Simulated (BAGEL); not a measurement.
**HF/STO-3G (density fitting with qzvpp-jkfit) run of SiN2H5F (SMILES N[SiH](N)F)**

What is the vertical singlet–triplet gap of SiN2H5F at HF/STO-3G (density fitting with qzvpp-jkfit)? 

The results are computed with BAGEL 1.2.2.

1 further run of the same task is left out (set aside as unsound or not needed).

### 1 The molecule

SiN2H5F has 9 atoms, charge 0, and is taken as a singlet. As SMILES, `N[SiH](N)F`. Geometry: relaxed at PBE0-D4/def2-TZVP. This is one conformer, not always the lowest.

Bond lengths: N1–Si2 1.699 Å, Si2–N3 1.694 Å, Si2–F4 1.604 Å, N1–H5 1.006 Å, N1–H6 1.006 Å, Si2–H7 1.482 Å, N3–H8 1.006 Å, N3–H9 1.007 Å. Some angles: N1–Si2–N3 107.9°, N1–Si2–F4 103.7°, N3–Si2–F4 116.3°, N1–Si2–H7 118.9°, N3–Si2–H7 106.1°, F4–Si2–H7 104.4°, Si2–N1–H5 121.0°, Si2–N1–H6 121.2°, Si2–N3–H8 121.4°, Si2–N3–H9 121.8°.

### 2 The energy at HF/STO-3G (density fitting with qzvpp-jkfit)

Contents of input.json:

```json
{ "bagel": [

{
  "title": "molecule",
  "basis": "sto-3g",
  "df_basis": "qzvpp-jkfit",
  "angstrom": true,
  "geometry": [
    { "atom": "N", "xyz": [   -0.745300,    1.091200,   -0.553800 ] },
    { "atom": "Si", "xyz": [    0.360600,   -0.187700,   -0.386700 ] },
    { "atom": "N", "xyz": [    0.243900,   -0.772200,    1.198500 ] },
    { "atom": "F", "xyz": [   -0.056700,   -1.206800,   -1.552400 ] },
    { "atom": "H", "xyz": [   -1.091200,    1.362900,   -1.458400 ] },
    { "atom": "H", "xyz": [   -0.772300,    1.847100,    0.108800 ] },
    { "atom": "H", "xyz": [    1.799800,    0.074400,   -0.624200 ] },
    { "atom": "H", "xyz": [    0.995300,   -1.289700,    1.622500 ] },
    { "atom": "H", "xyz": [   -0.645500,   -0.965500,    1.628600 ] }
  ]
},
{
  "title": "hf"
},
{
  "title": "print",
  "file": "orbitals.molden",
  "orbitals": true
}

]}
```

Run with:

```sh
BAGEL_NUM_THREADS=1 BAGEL input.json > input.out
```

Output:

```text
* using 1 threads per process

  ===============================================================
  ===============================================================

  *** Geometry ***

  { "atom" : "N", "xyz" : [     -1.408413,      2.062069,     -1.046530 ] },
  { "atom" : "Si", "xyz" : [      0.681435,     -0.354702,     -0.730757 ] },
  { "atom" : "N", "xyz" : [      0.460904,     -1.459247,      2.264837 ] },
  { "atom" : "F", "xyz" : [     -0.107147,     -2.280521,     -2.933611 ] },
  { "atom" : "H", "xyz" : [     -2.062069,      2.575508,     -2.755977 ] },
  { "atom" : "H", "xyz" : [     -1.459435,      3.490513,      0.205602 ] },
  { "atom" : "H", "xyz" : [      3.401129,      0.140596,     -1.179567 ] },
  { "atom" : "H", "xyz" : [      1.880844,     -2.437180,      3.066081 ] },
  { "atom" : "H", "xyz" : [     -1.219818,     -1.824531,      3.077608 ] },

  Number of auxiliary basis functions:      449

  Since a DF basis is specified, we compute 2- and 3-index integrals:
    o Being stored without compression. Storage requirement is 0.003 GB

  Number of basis functions:       29
  Number of electrons      :       42

    * METHOD: MOLECULE                             0.17

  *** RHF ***

  === Nuclear Repulsion ===
   186.1429506586

      * DIIS with orbital gradients will be used.

  === RHF iteration (sto-3g) ===
      0       -494.00802223          0.01459852           0.01
      1       -494.07666883          0.00245063           0.01
      2       -494.07911049          0.00068351           0.01
      3       -494.07940360          0.00013689           0.01
      4       -494.07941496          0.00003084           0.01
      5       -494.07941560          0.00000273           0.01
      6       -494.07941560          0.00000070           0.01
      7       -494.07941560          0.00000022           0.01
      8       -494.07941561          0.00000005           0.01
      9       -494.07941561          0.00000001           0.01
     10       -494.07941561          0.00000000           0.01
    * SCF iteration converged.

    * Permanent dipole moment:
           (   -0.150141,    -0.252444,    -0.268073) a.u.

    * METHOD: HF                                   0.24

    * METHOD: PRINT                                0.00

  ===============================================================
```

Run time: 1.3 s. Hardware: 1 thread of Intel Xeon 6975P-C (Granite Rapids), shared host; peak memory 0.079 GiB.

### 3 The triplet at the same level

Contents of calc.json:

```json
{ "bagel": [

{
  "title": "molecule",
  "basis": "sto-3g",
  "df_basis": "qzvpp-jkfit",
  "angstrom": "true",
  "geometry": [
    { "atom": "N", "xyz": [      -0.745300,       1.091200,      -0.553800 ] },
    { "atom": "Si", "xyz": [       0.360600,      -0.187700,      -0.386700 ] },
    { "atom": "N", "xyz": [       0.243900,      -0.772200,       1.198500 ] },
    { "atom": "F", "xyz": [      -0.056700,      -1.206800,      -1.552400 ] },
    { "atom": "H", "xyz": [      -1.091200,       1.362900,      -1.458400 ] },
    { "atom": "H", "xyz": [      -0.772300,       1.847100,       0.108800 ] },
    { "atom": "H", "xyz": [       1.799800,       0.074400,      -0.624200 ] },
    { "atom": "H", "xyz": [       0.995300,      -1.289700,       1.622500 ] },
    { "atom": "H", "xyz": [      -0.645500,      -0.965500,       1.628600 ] }
  ]
},

{
  "title": "uhf",
  "nopen": 2
},

{
  "title": "print",
  "file": "orbitals.molden",
  "orbitals": "true"
}

]}
```

Run with:

```sh
BAGEL_NUM_THREADS=1 BAGEL calc.json > calc.out
```

Output:

```text
* using 1 threads per process

  ===============================================================
  ===============================================================

  *** Geometry ***

  { "atom" : "N", "xyz" : [     -1.408413,      2.062069,     -1.046530 ] },
  { "atom" : "Si", "xyz" : [      0.681435,     -0.354702,     -0.730757 ] },
  { "atom" : "N", "xyz" : [      0.460904,     -1.459247,      2.264837 ] },
  { "atom" : "F", "xyz" : [     -0.107147,     -2.280521,     -2.933611 ] },
  { "atom" : "H", "xyz" : [     -2.062069,      2.575508,     -2.755977 ] },
  { "atom" : "H", "xyz" : [     -1.459435,      3.490513,      0.205602 ] },
  { "atom" : "H", "xyz" : [      3.401129,      0.140596,     -1.179567 ] },
  { "atom" : "H", "xyz" : [      1.880844,     -2.437180,      3.066081 ] },
  { "atom" : "H", "xyz" : [     -1.219818,     -1.824531,      3.077608 ] },

  Number of auxiliary basis functions:      449

  Since a DF basis is specified, we compute 2- and 3-index integrals:
    o Being stored without compression. Storage requirement is 0.003 GB

  Number of basis functions:       29
  Number of electrons      :       42

    * METHOD: MOLECULE                             0.20

  *** Open-shell HF ***

  === Nuclear Repulsion ===
   186.1429506586

      * DIIS with orbital gradients will be used.

  === UHF iteration (sto-3g) ===
      0       -493.56029867          0.02473855           0.03
      1       -493.64919296          0.00938734           0.03
      2       -493.67887255          0.00608808           0.03
      3       -493.69327842          0.00380777           0.03
      4       -493.70930610          0.00215715           0.03
      5       -493.71035189          0.00093220           0.04
      6       -493.71186106          0.00035405           0.03
      7       -493.71211287          0.00014418           0.04
      8       -493.71214020          0.00006065           0.03
      9       -493.71214855          0.00003415           0.05
     10       -493.71215024          0.00001512           0.03
     11       -493.71215059          0.00000630           0.03
     12       -493.71215065          0.00000230           0.03
     13       -493.71215067          0.00000134           0.03
     14       -493.71215067          0.00000068           0.03
     15       -493.71215068          0.00000030           0.03
     16       -493.71215068          0.00000010           0.03
     17       -493.71215068          0.00000005           0.03
     18       -493.71215068          0.00000003           0.03
     19       -493.71215068          0.00000001           0.02
     20       -493.71215068          0.00000001           0.02
    * SCF iteration converged.

    * S^2 (UHF) is 2.0056

    * Permanent dipole moment:
           (    0.828593,    -0.961637,    -0.147721) a.u.

    * METHOD: UHF                                  0.77

    * METHOD: PRINT                                0.00

  ===============================================================
```

It took 2 s on 1 thread of Intel Xeon 6975P-C (Granite Rapids), shared host; peak memory 0.079 GiB.

### 4 Summary of results

At HF/STO-3G (density fitting with qzvpp-jkfit):

| quantity | value |
| --- | --- |
| singlet: total energy | -494.07942 Eh |
| singlet: dipole moment | 1.01 D |
| singlet: HOMO energy | -8.40 eV |
| singlet: LUMO energy | 13.55 eV |
| singlet: HOMO–LUMO gap | 21.96 eV |
| triplet: total energy | -493.71215 Eh |
| triplet: dipole moment | 3.25 D |
| triplet: ⟨S²⟩ | 2.006 |
| vertical energy of the triplet above the singlet | 9.994 eV |

In words: At this shape the triplet lies 9.99 eV (964 kJ/mol) above the singlet. In a minimal basis such a difference can be off by several eV, whatever the method.
